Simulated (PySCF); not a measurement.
# C₄H₁₀BO₂−: vibronic structure

Aim: compute the vibronic structure of C₄H₁₀BO₂− (`CO/C(C)=C\[BH2-]O`).

Programs: PySCF 2.14.0, with routines of our own; each step states its level. All values are computed. Atoms count from 0.

## 1. The system as given

17 atoms, charge -1, multiplicity 1; geometry from: GFN2-xTB.

## 2. Vibronic structure: TDDFT PBE/6-31+G*

Job settings and geometry (Å):

```
{"job": {"kind": "vib", "xc": "PBE", "basis": "6-31+G*", "tda": false}, "charge": -1, "multiplicity": 1}
C     -0.888589     1.699373    -0.313125
O     -1.378296     0.553960     0.342786
C     -0.632700    -0.624609     0.204945
C     -1.562224    -1.772636     0.560025
C      0.637956    -0.774738    -0.149884
B      1.888753     0.222468    -0.533349
O      1.999612     1.422052     0.388858
H     -1.509722     2.531964     0.029332
H     -0.990106     1.594459    -1.400621
H      0.163551     1.878255    -0.075279
H     -1.019645    -2.714590     0.584119
H     -2.371103    -1.849312    -0.170066
H     -2.014910    -1.596607     1.537448
H      0.927271    -1.827397    -0.178475
H      1.769262     0.649720    -1.666861
H      2.923071    -0.447826    -0.445555
H      2.050821     1.067494     1.275790
```

With the program's defaults for keys left out, this is: TDDFT PBE/6-31+G* vertical-gradient vibronic structure (displaced harmonic oscillators, Condon), gas phase.

Started as:

```
$ OMP_NUM_THREADS=1 python excited_run.py task.json out
```

This one command runs all jobs of the session in turn.

Output:

```text
final grid: 60984 points
cycle   1  E = -333.0579745966  dE =  5.992e-01  |g| = 1.061e+00  |ddm| = 4.439e+00
cycle   2  E = -327.2374948886  dE =  5.820e+00  |g| = 3.541e+00  |ddm| = 8.246e+02
cycle   3  E = -333.1547476370  dE = -5.917e+00  |g| = 8.577e-01  |ddm| = 8.199e+02
cycle   4  E = -333.3303514551  dE = -1.756e-01  |g| = 2.476e-01  |ddm| = 4.040e+00
cycle   5  E = -333.3259763408  dE =  4.375e-03  |g| = 2.989e-01  |ddm| = 1.031e+01
cycle   6  E = -333.3440959327  dE = -1.812e-02  |g| = 9.017e-02  |ddm| = 2.470e+00
cycle   7  E = -333.3460668298  dE = -1.971e-03  |g| = 3.055e-02  |ddm| = 6.809e-01
cycle   8  E = -333.3462841380  dE = -2.173e-04  |g| = 6.358e-03  |ddm| = 3.679e-01
cycle   9  E = -333.3462932945  dE = -9.157e-06  |g| = 2.240e-03  |ddm| = 7.412e-02
cycle  10  E = -333.3462945769  dE = -1.282e-06  |g| = 6.304e-04  |ddm| = 1.032e-02
cycle  11  E = -333.3462946768  dE = -9.986e-08  |g| = 1.486e-04  |ddm| = 6.511e-03
cycle  12  E = -333.3462946819  dE = -5.089e-09  |g| = 4.394e-05  |ddm| = 1.445e-03
cycle  13  E = -333.3462946823  dE = -4.657e-10  |g| = 9.730e-06  |ddm| = 4.648e-04
converged SCF energy = -333.3462946823

Singlet excitations (eV, f): 2.913 (0.0048)  3.335 (0.0116)  3.509 (0.0139)  3.573 (0.0128)  3.759 (0.0238)  3.922 (0.0097)

State S1  2.9132 eV  f = 0.00479  H->L 1.00
  relaxed dipole 10.023 D, largest gradient of the excitation energy 0.0324 Eh/bohr
  mode    cm-1        S   lambda/meV  Raman
    9    353.1    3.3790     147.9   1.000
    8    319.2    2.1345      84.5   0.516
   13    700.8    0.4601      40.0   0.536
    3    102.3    2.1283      27.0   0.053
    7    298.6    0.6612      24.5   0.140
   35   1694.8    0.1107      23.3   0.755
    5    212.6    0.8280      21.8   0.089
   23   1110.0    0.1342      18.5   0.392
   10    421.3    0.3123      16.3   0.132
   27   1241.9    0.0932      14.4   0.341
   16    849.2    0.0939       9.9   0.161
    4    168.5    0.4170       8.7   0.028
  reorganisation energy 0.4781 eV, total S 11.331, 0-0 2.4352 eV
  absorption maximum 2.879 eV, width 0.462 eV

State S3  3.5092 eV  f = 0.01390  H-1->L 0.98
  relaxed dipole 8.558 D, largest gradient of the excitation energy 0.0416 Eh/bohr
  mode    cm-1        S   lambda/meV  Raman
    9    353.1    4.5436     198.9   1.000
    8    319.2    2.0856      82.5   0.375
   14    745.6    0.2860      26.4   0.281
    2     87.6    2.1953      23.8   0.030
   20   1024.0    0.1851      23.5   0.343
   15    813.2    0.2167      21.8   0.253
   28   1317.6    0.1199      19.6   0.367
   35   1694.8    0.0816      17.2   0.414
   27   1241.9    0.1104      17.0   0.301
   13    700.8    0.1527      13.3   0.132
   10    421.3    0.2267      11.8   0.071
    6    230.9    0.3858      11.0   0.036
  reorganisation energy 0.5282 eV, total S 11.522, 0-0 2.9810 eV
  absorption maximum 3.469 eV, width 0.502 eV

State S5  3.7594 eV  f = 0.02378  H->L+3 0.98
  relaxed dipole 6.755 D, largest gradient of the excitation energy 0.0292 Eh/bohr
  mode    cm-1        S   lambda/meV  Raman
    9    353.1    2.1597      94.5   1.000
    8    319.2    1.1664      46.2   0.441
   13    700.8    0.4523      39.3   0.825
    5    212.6    1.0005      26.4   0.168
    2     87.6    2.3962      26.0   0.068
    7    298.6    0.5626      20.8   0.186
    4    168.5    0.9039      18.9   0.095
   35   1694.8    0.0735      15.5   0.784
   23   1110.0    0.1093      15.0   0.500
   22   1100.2    0.0944      12.9   0.424
    3    102.3    0.9090      11.5   0.035
   16    849.2    0.0979      10.3   0.262
  reorganisation energy 0.3846 eV, total S 10.488, 0-0 3.3748 eV
  absorption maximum 3.719 eV, width 0.408 eV

State T1  2.8728 eV  f = 0.00000  H->L 1.00
  relaxed dipole 8.902 D, largest gradient of the excitation energy 0.0333 Eh/bohr
  mode    cm-1        S   lambda/meV  Raman
    9    353.1    2.8623     125.3   1.000
    8    319.2    1.8145      71.8   0.518
   13    700.8    0.4498      39.1   0.619
    7    298.6    0.7073      26.2   0.177
   35   1694.8    0.1140      23.9   0.917
    3    102.3    1.7732      22.5   0.052
    5    212.6    0.7770      20.5   0.098
   23   1110.0    0.1294      17.8   0.447
   10    421.3    0.3356      17.5   0.167
   27   1241.9    0.0753      11.6   0.326
   16    849.2    0.1007      10.6   0.204
    4    168.5    0.4008       8.4   0.032
  reorganisation energy 0.4327 eV, total S 10.036, 0-0 2.4400 eV
  absorption maximum 2.836 eV, width 0.442 eV
```

It took 72 s on 1 thread of Arm Neoverse N1, shared host; peak memory 0.61 GiB.

Orbitals, density, ELF and potential are computed afterwards from the orbital file.

Frontier orbitals at PBE/6-31+G*, with the share of their density that lies nearest to each atom:

| orbital | energy (eV) | lies on |
| --- | --- | --- |
| HOMO | -0.02 | O6 30 %; H15 19 %; C2, C4 about 11 % each |
| LUMO | 2.88 | H10, H12 about 22 % each; H11 18 %; H13 9 % |

ELF in a plane through or near 9 of the atoms.

Ten even steps from '0' (0.00) to '9' (1.00):
```
0000000000000000000000000000
0000000000000000000000000000
0000000000013210000000000000
0000000000389983000000000000
0000000000499992000000000000
0000000000279971011000000000
0000000025762155775200000000
0000000028995584784000000000
0000001101684247730022200000
0000013443000134256566410000
0000024566346684387225410000
0000012341178217446687310000
0000000365367567206999710000
0000005999932799703899710000
0000049999920489700156200000
0000028999920024200000000000
0000001466400000000000000000
0000000000000000000000000000
0000000000000000000000000000
0000000000000000000000000000
```
The map spans 11.0 Å across and 11.0 Å up, centred on the molecule. Atoms in the plane (x, y in Å): C0 (-0.5, 1.9), O1 (0.8, 1.3), C2 (0.9, -0.1), C3 (2.4, -0.4), C4 (0.0, -1.0), H7 (-0.4, 2.9), H9 (-1.3, 1.3), H10 (2.6, -1.4), H15 (-2.0, -2.2).

On the surface of density 0.002 e/bohr³ the electrostatic potential runs, from the 1st to the 99th percentile, from -6.01 V near O6 to -2.49 V near H10.

## 3. Vibronic structure: TDA PBE0/pcseg-1

The job, as its differences from that of step 2:

```diff
@@ -1,2 +1,2 @@
-{"job": {"kind": "vib", "xc": "PBE", "basis": "6-31+G*", "tda": false}, "charge": -1, "multiplicity": 1}
+{"job": {"kind": "vib", "xc": "PBE0", "basis": "pcseg-1", "tda": true, "temperature": 400, "nbright": 1}, "charge": -1, "multiplicity": 1}
 C     -0.888589     1.699373    -0.313125
```

With the program's defaults for keys left out, this is: TDA PBE0/pcseg-1 vertical-gradient vibronic structure (displaced harmonic oscillators, Condon), gas phase.

Output:

```text
final grid: 60984 points
cycle   1  E = -333.1299654070  dE =  6.471e-01  |g| = 8.580e-01  |ddm| = 3.884e+00
cycle   2  E = -332.9649355327  dE =  1.650e-01  |g| = 1.268e+00  |ddm| = 3.057e+00
cycle   3  E = -333.3024006500  dE = -3.375e-01  |g| = 1.340e-01  |ddm| = 2.004e+00
cycle   4  E = -333.3061274097  dE = -3.727e-03  |g| = 4.930e-02  |ddm| = 1.976e-01
cycle   5  E = -333.3066354636  dE = -5.081e-04  |g| = 1.471e-02  |ddm| = 6.206e-02
cycle   6  E = -333.3066719789  dE = -3.652e-05  |g| = 5.489e-03  |ddm| = 1.734e-02
cycle   7  E = -333.3066779734  dE = -5.995e-06  |g| = 1.185e-03  |ddm| = 6.747e-03
cycle   8  E = -333.3066782624  dE = -2.890e-07  |g| = 5.656e-04  |ddm| = 1.777e-03
cycle   9  E = -333.3066783388  dE = -7.639e-08  |g| = 1.209e-04  |ddm| = 6.835e-04
cycle  10  E = -333.3066783424  dE = -3.662e-09  |g| = 3.839e-05  |ddm| = 1.680e-04
cycle  11  E = -333.3066783428  dE = -3.365e-10  |g| = 9.906e-06  |ddm| = 4.677e-05
converged SCF energy = -333.3066783428

Singlet excitations (eV, f): 5.389 (0.0127)  5.653 (0.0623)  6.098 (0.0375)  6.228 (0.0078)  6.304 (0.0099)  6.436 (0.1127)

State S1  5.3895 eV  f = 0.01272  H->L 0.93
  relaxed dipole 3.336 D, largest gradient of the excitation energy 0.0667 Eh/bohr
  mode    cm-1        S   lambda/meV  Raman
   35   1694.8    0.4243      89.2   1.000
   10    421.3    1.0676      55.8   0.155
    9    353.1    1.2320      53.9   0.126
    1     60.7    6.4702      48.7   0.020
   13    700.8    0.4053      35.2   0.163
    8    319.2    0.7621      30.2   0.064
    4    168.5    1.2327      25.8   0.029
   27   1241.9    0.0973      15.0   0.123
    3    102.3    0.9692      12.3   0.008
   44   3027.4    0.0313      11.8   0.236
   23   1110.0    0.0796      10.9   0.080
    5    212.6    0.3293       8.7   0.012
  reorganisation energy 0.4441 eV, total S 14.138, 0-0 4.9453 eV

State S6  6.4362 eV  f = 0.11266  H->L+2 0.37, H->L+3 0.20, H-1->L+1 0.19
  relaxed dipole 0.649 D, largest gradient of the excitation energy 0.0616 Eh/bohr
  mode    cm-1        S   lambda/meV  Raman
    2     87.6   12.3350     134.0   0.103
   35   1694.8    0.3195      67.1   1.000
   14    745.6    0.3989      36.9   0.242
    1     60.7    3.3757      25.4   0.014
   13    700.8    0.2233      19.4   0.120
   27   1241.9    0.1247      19.2   0.210
   43   2977.0    0.0484      17.9   0.468
   19   1013.9    0.1417      17.8   0.159
   11    503.1    0.2854      17.8   0.079
    6    230.9    0.5329      15.3   0.031
   29   1379.2    0.0660      11.3   0.137
   15    813.2    0.0966       9.7   0.070
  reorganisation energy 0.4751 eV, total S 19.708, 0-0 5.9611 eV

State T1  4.2120 eV  f = 0.00000  H->L+1 0.52, H->L 0.14, H-1->L+1 0.12
  relaxed dipole 5.704 D, largest gradient of the excitation energy 0.1680 Eh/bohr
  mode    cm-1        S   lambda/meV  Raman
   35   1694.8    2.7597     579.9   1.000
   19   1013.9    0.1959      24.6   0.025
    2     87.6    2.1027      22.8   0.002
   25   1142.0    0.1427      20.2   0.023
   10    421.3    0.2787      14.6   0.006
   29   1379.2    0.0741      12.7   0.018
   15    813.2    0.1046      10.6   0.009
    6    230.9    0.3423       9.8   0.002
   34   1503.0    0.0375       7.0   0.011
   24   1140.9    0.0483       6.8   0.008
   20   1024.0    0.0422       5.4   0.006
   21   1066.9    0.0390       5.2   0.006
  reorganisation energy 0.7660 eV, total S 6.963, 0-0 3.4459 eV
  absorption maximum 4.118 eV, width 0.843 eV
```

Run time: 39 s. Hardware: 1 thread of Arm Neoverse N1, shared host; peak memory 0.92 GiB.

## 4. What came out

```
                                                                                   quantity                      value
S1: vertical, reorganisation, 0-0, total S (step 2, TDDFT PBE/6-31+G*, modes from GFN2-xTB)  2.91, 0.48, 2.44 eV; 11.3
S3: vertical, reorganisation, 0-0, total S (step 2, TDDFT PBE/6-31+G*, modes from GFN2-xTB)  3.51, 0.53, 2.98 eV; 11.5
S5: vertical, reorganisation, 0-0, total S (step 2, TDDFT PBE/6-31+G*, modes from GFN2-xTB)  3.76, 0.38, 3.37 eV; 10.5
 S1: vertical, reorganisation, 0-0, total S (step 3, TDA PBE0/pcseg-1, modes from GFN2-xTB)  5.39, 0.44, 4.95 eV; 14.1
 S6: vertical, reorganisation, 0-0, total S (step 3, TDA PBE0/pcseg-1, modes from GFN2-xTB)  6.44, 0.48, 5.96 eV; 19.7
 T1: vertical, reorganisation, 0-0, total S (step 3, TDA PBE0/pcseg-1, modes from GFN2-xTB)   4.21, 0.77, 3.45 eV; 7.0
```

For an anion in the gas phase, states above the energy of detachment are held by the basis alone, so excitations and responses hang on it. The vibronic model keeps the ground-state modes (from xTB) and shifts them along the gradient alone, so it can miss much of the relaxation that a full optimisation finds. In step 3 the harmonic model is doubtful. Where the total S runs above about 15, the geometry moves far on excitation and the harmonic model is stretched, so its 0-0 value is in doubt.
